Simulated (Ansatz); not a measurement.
# SrCl2: the cost of one run

Computed with Ansatz 0.2.0 (DFT PBE, scalar-relativistic, plane waves, PAW, unless a step's input says otherwise).

3 further runs of the same task are left out: 3 that didn't finish.

**1. Starting point**

Symmetry: Fm-3m, No. 225, cubic system. Conventional cell: a = 6.971 Å, b = 6.971 Å, c = 6.971 Å, α = 90.00°, β = 90.00°, γ = 90.00°. Sr (site symmetry m-3m) has 8 Cl at 3.02 Å as nearest neighbours. Cl (site symmetry -43m) has 4 Sr at 3.02 Å as nearest neighbours.

Structure file:

```cif
data_structure
_symmetry_space_group_name_H-M 'P 1'
_symmetry_Int_Tables_number 1
_cell_length_a 4.9292
_cell_length_b 4.9292
_cell_length_c 12.0741
_cell_angle_alpha 90.000
_cell_angle_beta 90.000
_cell_angle_gamma 60.000
_cell_volume 254.07
loop_
_atom_site_label
_atom_site_type_symbol
_atom_site_fract_x
_atom_site_fract_y
_atom_site_fract_z
_atom_site_occupancy
Sr1 Sr 0.66667 0.66667 0.33333 1
Sr2 Sr 0.00000 0.00000 0.00000 1
Sr3 Sr 0.33333 0.33333 0.66667 1
Cl1 Cl 0.66667 0.66667 0.58333 1
Cl2 Cl 0.00000 0.00000 0.25000 1
Cl3 Cl 0.33333 0.33333 0.91667 1
Cl4 Cl 0.66667 0.66667 0.08333 1
Cl5 Cl 0.00000 0.00000 0.75000 1
Cl6 Cl 0.33333 0.33333 0.41667 1
```

The cell is taken as given, not relaxed at this level.

**2. The reference: the undisturbed cell on the scan's mesh**

Input file input.yaml:

```yaml
crystal:
  lattice:
    - [3.4855, -3.4855, 0.0]
    - [3.4855, 0.0, -3.4855]
    - [6.971, 6.971, 6.971]
  atoms:
    - { symbol: Sr, position: [0.6666666667, 0.6666666667, 0.3333333333] }
    - { symbol: Sr, position: [0.0, 0.0, 0.0] }
    - { symbol: Sr, position: [0.3333333333, 0.3333333333, 0.6666666667] }
    - { symbol: Cl, position: [0.6666666667, 0.6666666667, 0.5833333333] }
    - { symbol: Cl, position: [1.0, 0.0, 0.25] }
    - { symbol: Cl, position: [0.3333333333, 0.3333333333, 0.9166666667] }
    - { symbol: Cl, position: [0.6666666667, 0.6666666667, 0.0833333333] }
    - { symbol: Cl, position: [1.0, 1.0, 0.75] }
    - { symbol: Cl, position: [0.3333333333, 0.3333333333, 0.4166666667] }
basis:
  ecutwfc: 420
kpoints:
  mp_grid: { grid: [5, 5, 2] }
hamiltonian:
  xc: pbe
scf:
  occupations: { method: gaussian, width: 0.05 }
output:
  forces: true
  stress: true
  eigenvalues: true
  write_density: true
  write_potential: true
  elf: true
  volumetric_format: npy
```

The run is started by

```console
ansatz run input.yaml --threads 2 --pin off --max-ram 2560MiB --backend cpu --events-out ev --progress --plain --runs-dir out
```

**Question.** How long does this run take on 2 threads of an Arm CPU, shared host, and how much memory does it need?

About 11 s, with a peak of 0.61 GiB.
